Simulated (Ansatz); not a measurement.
# GaTe3S: the cost of one run

Program: Ansatz 0.2.0. Level of theory: DFT PBE, scalar-relativistic, plane waves, PAW. These are calculated values, not measurements.

## (1) The starting structure

The structure is cubic, space group Pm-3m (No. 221). The conventional cell has a = 4.906 Å, b = 4.906 Å, c = 4.906 Å, α = 90.00°, β = 90.00°, γ = 90.00°. Ga (site symmetry m-3m) has 6 Te at 2.45 Å in its first shell of neighbours. Te (site symmetry 4/mmm) is surrounded by 2 Ga at 2.45 Å. S (site symmetry m-3m) is surrounded by 12 Te at 3.47 Å.

As a file:

```
Ga Te S
1.0
     4.90594    0.00000    0.00000
     0.00000    4.90594    0.00000
     0.00000    0.00000    4.90594
Ga Te S
1 3 1
Direct
  0.50000 0.50000 0.50000
  0.50000 0.50000 0.00000
  0.00000 0.50000 0.50000
  0.50000 0.00000 0.50000
  0.00000 0.00000 0.00000
```

The cell is invented: species swapped into a database cell of KNiF3 (Pm-3m, No. 221), with S on the K sites, Ga on the Ni sites and Te on the F sites. Lengths come from tabulated atomic sizes and are only a guess.

## (2) A first look at the guess

Input file input.yaml:

```yaml
crystal:
  lattice:
    - [4.90593509, 0.0, 0.0]
    - [0.0, 4.90593509, 0.0]
    - [0.0, 0.0, 4.90593509]
  atoms:
    - { symbol: Ga, position: [0.5, 0.5, 0.5] }
    - { symbol: Te, position: [0.5, 0.5, 0.0] }
    - { symbol: Te, position: [0.0, 0.5, 0.5] }
    - { symbol: Te, position: [0.5, 0.0, 0.5] }
    - { symbol: S, position: [0.0, 0.0, 0.0] }
basis:
  ecutwfc: 420
kpoints:
  mp_grid: { grid: [4, 4, 4] }
hamiltonian:
  xc: pbe
scf:
  occupations: { method: gaussian, width: 0.1 }
  lower_state_search: "off"
output:
  forces: true
  stress: true
  eigenvalues: true
```

The run is started by

```
$ ansatz run input.yaml --threads 1 --pin off --max-ram 2560MiB --backend cpu --events-out ev --progress --plain --runs-dir out
```

What time and memory should one allow on 1 thread of Intel Xeon at 2.50GHz (Skylake/Cascade Lake), shared host?

About 7.4 s, with a peak of 0.41 GiB.
